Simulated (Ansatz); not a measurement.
# One shape, several levels: CH9NSi2 (SMILES C[SiH2]N[SiH3])

Wanted: a comparison of 6 runs (HF/3-21G, B3LYP/cc-pVDZ, SVWN5/cc-pVDZ, r2SCAN/cc-pVDZ, revPBE/cc-pVDZ, CCSD/cc-pVDZ) of CH9NSi2. 

The calculation is run with Ansatz 0.2.0.

44 further runs of the same task are left out: 44 set aside as unsound or not needed. Runs told in other sessions of the task aren't counted.

### 1 The molecule

CH9NSi2 has 13 atoms, charge 0, and is taken as a singlet. SMILES: `C[SiH2]N[SiH3]`. The N3–H10 distance was set to 1.314 Å, away from the relaxed value.

Bond lengths: C1–Si2 1.865 Å, Si2–N3 1.730 Å, N3–Si4 1.724 Å, C1–H5 1.094 Å, C1–H6 1.093 Å, C1–H7 1.093 Å, Si2–H8 1.491 Å, Si2–H9 1.487 Å, Si4–H11 1.485 Å, Si4–H12 1.489 Å, Si4–H13 1.491 Å. Some angles: C1–Si2–N3 112.8°, Si2–N3–Si4 128.4°, C1–Si2–H8 108.4°, C1–Si2–H9 110.4°, N3–Si2–H8 110.2°, N3–Si2–H9 106.2°, Si2–C1–H5 110.6°, Si2–C1–H6 110.9°, Si2–C1–H7 111.0°, N3–Si4–H11 108.1°. A long bond or contact: N3–H10 1.314 Å.

### 2 A single-point energy at HF/3-21G (run 1)

File input.yaml:

```yaml
crystal:
  periodic: [false, false, false]
  atoms:
    - {symbol: C, position_ang: [0.290356, 2.108340, -0.559102]}
    - {symbol: Si, position_ang: [-0.674544, 0.521040, -0.729302]}
    - {symbol: N, position_ang: [0.073056, -0.808160, 0.086898]}
    - {symbol: Si, position_ang: [-0.512344, -1.699860, 1.440898]}
    - {symbol: H, position_ang: [-0.208844, 2.921440, -1.093602]}
    - {symbol: H, position_ang: [0.387056, 2.395140, 0.490698]}
    - {symbol: H, position_ang: [1.295556, 2.002440, -0.975902]}
    - {symbol: H, position_ang: [-0.823044, 0.214840, -2.181402]}
    - {symbol: H, position_ang: [-2.026844, 0.669540, -0.128602]}
    - {symbol: H, position_ang: [1.189600, -1.253400, -0.443100]}
    - {symbol: H, position_ang: [-1.496244, -0.851860, 2.160098]}
    - {symbol: H, position_ang: [0.616656, -2.043360, 2.348298]}
    - {symbol: H, position_ang: [-1.181744, -2.977960, 1.066398]}
basis:
  gaussian: {orbitals: 3-21G.json}
hamiltonian: {xc: hf}
accuracy: high
output: {orbitals: {seedname: orbitals}}
```

The basis set 3-21G is read from a file made from the Basis Set Exchange's data (not shown).

Started as:

```
$ ansatz run input.yaml --threads 1 --pin off --max-ram 2610MiB --events-out events.jsonl --progress --plain --runs-dir runs
```

Output:

```text
Warning: RAYON_NUM_THREADS=1 ignored (pool sized by the plan → 1); use --threads N
Functional definition: HF
  name "HF"
  exchange = exact_x
  correlation = 0
1533 factors; integrals over basis functions are off by at most 9.7e-9 eV
mean field evaluation 1: about -18278.4744 eV, gradient 3.0e1 eV
mean field evaluation 2: about -18278.8695 eV, gradient 3.1e1 eV
mean field evaluation 4: about -18281.1474 eV, gradient 3.0e0 eV
mean field evaluation 8: about -18281.1809 eV, gradient 1.5e-1 eV
mean field evaluation 16: about -18281.1810 eV, gradient 2.8e-8 eV
mean field -18281.18101503 eV, -671.8210108728 hartree, gradient 2.8e-8 eV, S^2 0.000000; 0 other end points of the search recorded, 0 dependent functions left out
reference -18281.18101503 eV, -671.8210108728 hartree; 25, 25 occupied and 37, 37 virtual orbitals, 1533 factors
Total energy: -18281.18101503 eV, -671.8210108728 hartree
```

Wall time 1.5 s (1 thread of Intel Xeon Platinum 8259CL at 2.50GHz (Skylake/Cascade Lake), shared host); peak memory 0.17 GiB.

### 3 The energy at B3LYP/cc-pVDZ (run 2)

File molecule.yaml:

```yaml
crystal:
  periodic: [false, false, false]
  atoms:
    - {symbol: C, position_ang: [0.290356, 2.108340, -0.559102]}
    - {symbol: Si, position_ang: [-0.674544, 0.521040, -0.729302]}
    - {symbol: N, position_ang: [0.073056, -0.808160, 0.086898]}
    - {symbol: Si, position_ang: [-0.512344, -1.699860, 1.440898]}
    - {symbol: H, position_ang: [-0.208844, 2.921440, -1.093602]}
    - {symbol: H, position_ang: [0.387056, 2.395140, 0.490698]}
    - {symbol: H, position_ang: [1.295556, 2.002440, -0.975902]}
    - {symbol: H, position_ang: [-0.823044, 0.214840, -2.181402]}
    - {symbol: H, position_ang: [-2.026844, 0.669540, -0.128602]}
    - {symbol: H, position_ang: [1.189600, -1.253400, -0.443100]}
    - {symbol: H, position_ang: [-1.496244, -0.851860, 2.160098]}
    - {symbol: H, position_ang: [0.616656, -2.043360, 2.348298]}
    - {symbol: H, position_ang: [-1.181744, -2.977960, 1.066398]}
basis:
  gaussian: {orbitals: cc-pVDZ}
hamiltonian: {xc: {name: B3LYP}}
accuracy: high
output: {orbitals: {seedname: orbitals}}
```

Started as:

```
$ ansatz run molecule.yaml --threads 1 --pin off --max-ram 2610MiB --events-out events.jsonl --progress --plain --runs-dir runs
```

Output:

```text
Warning: RAYON_NUM_THREADS=1 ignored (pool sized by the plan → 1); use --threads N
Functional definition: B3LYP
  name "B3LYP"
  parameter a0 = 0.2
  parameter ax = 0.72
  parameter ac = 0.81
  exchange = (1 - a0 - ax)*slater_x + ax*b88_x + a0*exact_x
  correlation = (1 - ac)*vwn_rpa_c + ac*lyp_c
2686 factors; integrals over basis functions are off by at most 3.9e-9 eV
mean field evaluation 1: about -18419.9742 eV, gradient 6.7e1 eV
mean field evaluation 2: about -18404.4947 eV, gradient 1.0e2 eV
mean field evaluation 4: about -18429.8602 eV, gradient 5.9e0 eV
mean field evaluation 8: about -18430.0978 eV, gradient 2.2e-1 eV
mean field evaluation 16: about -18430.0979 eV, gradient 1.6e-5 eV
mean field -18430.09792169 eV, -677.2936062530 hartree, gradient 2.2e-8 eV, S^2 0.000000; 0 other end points of the search recorded, 0 dependent functions left out
reference -18430.09797224 eV, -677.2936081107 hartree; 25, 25 occupied and 84, 84 virtual orbitals, 2686 factors
Total energy: -18430.09797224 eV, -677.2936081107 hartree
```

Wall time 14 s (1 thread of Intel Xeon Platinum 8259CL at 2.50GHz (Skylake/Cascade Lake), shared host); peak memory 0.47 GiB.

Runs 3 to 5 aren't shown in full; the table further down has their settings and results.

### 4 A single-point energy at CCSD/cc-pVDZ (run 6)

File run.yaml:

```yaml
crystal:
  periodic: [false, false, false]
  atoms:
    - symbol: C
      position_ang: [0.290356, 2.108340, -0.559102]
    - symbol: Si
      position_ang: [-0.674544, 0.521040, -0.729302]
    - symbol: N
      position_ang: [0.073056, -0.808160, 0.086898]
    - symbol: Si
      position_ang: [-0.512344, -1.699860, 1.440898]
    - symbol: H
      position_ang: [-0.208844, 2.921440, -1.093602]
    - symbol: H
      position_ang: [0.387056, 2.395140, 0.490698]
    - symbol: H
      position_ang: [1.295556, 2.002440, -0.975902]
    - symbol: H
      position_ang: [-0.823044, 0.214840, -2.181402]
    - symbol: H
      position_ang: [-2.026844, 0.669540, -0.128602]
    - symbol: H
      position_ang: [1.189600, -1.253400, -0.443100]
    - symbol: H
      position_ang: [-1.496244, -0.851860, 2.160098]
    - symbol: H
      position_ang: [0.616656, -2.043360, 2.348298]
    - symbol: H
      position_ang: [-1.181744, -2.977960, 1.066398]
basis:
  gaussian:
    orbitals: cc-pVDZ
scf:
  omitted_lower_state_checks: [cluster_reference, increment]
accuracy: high
correlation:
  method: ccsd
  frozen_orbitals: {C: 1, H: 0, "N": 1, Si: 5}
```

Started as:

```
$ ansatz run run.yaml --threads 1 --pin off --max-ram 2610MiB --events-out events.jsonl --progress --plain --runs-dir runs
```

Output:

```text
Warning: RAYON_NUM_THREADS=1 ignored (pool sized by the plan → 1); use --threads N
[... 11 lines left out ...]
12 core orbitals not correlated: weight in the atoms' cores, before any rotation towards them, 1.000 or more for the frozen orbitals, at most 0.000 for the correlated occupied ones
[... 23 lines left out ...]
Total energy: -18395.37611377 eV, -676.0176033473 hartree
Checks for a lower state left out: cluster_reference, increment
```

Wall time 31 s (1 thread of Intel Xeon Platinum 8259CL at 2.50GHz (Skylake/Cascade Lake), shared host); peak memory 0.91 GiB.

### 5 Overview of the runs

| run | level | frozen core orbitals | energy (Eh) | HOMO energy (eV) | LUMO energy (eV) | HOMO–LUMO gap (eV) | wall time |
| --- | --- | --- | --- | --- | --- | --- | --- |
| 1 | HF/3-21G | – | -671.821011 | -10.12 | 4.11 | 14.23 | 1.5 s |
| 2 | B3LYP/cc-pVDZ | – | -677.293608 | -6.78 | -0.53 | 6.25 | 14 s |
| 3 | SVWN5/cc-pVDZ | – | -674.038852 | -5.71 | -1.39 | 4.32 | 8.7 s |
| 4 | r2SCAN/cc-pVDZ | – | -677.134913 | -5.99 | -0.96 | 5.03 | 20 s |
| 5 | revPBE/cc-pVDZ | – | -677.091183 | -5.64 | -1.22 | 4.42 | 11 s |
| 6 | CCSD/cc-pVDZ | 12 | -676.017603 | – | – | – | 31 s |

### 6 Summary of results

| quantity | value |
| --- | --- |
| run 6: total energy | -676.01760 Eh |
| run 6: correlation energy (12 core orbitals frozen) | -596.4 mEh |
| run 6: T1 diagnostic | 0.011 |

What this shows: Over runs 1, 2, 3, 4, 5 the HOMO–LUMO gap runs from 4.32 eV (SVWN5/cc-pVDZ) to 14.23 eV (HF/3-21G). The two ends differ in method and basis. Totals of different functionals can't be ranked against each other. All runs together took 86 s, the longest 31 s.
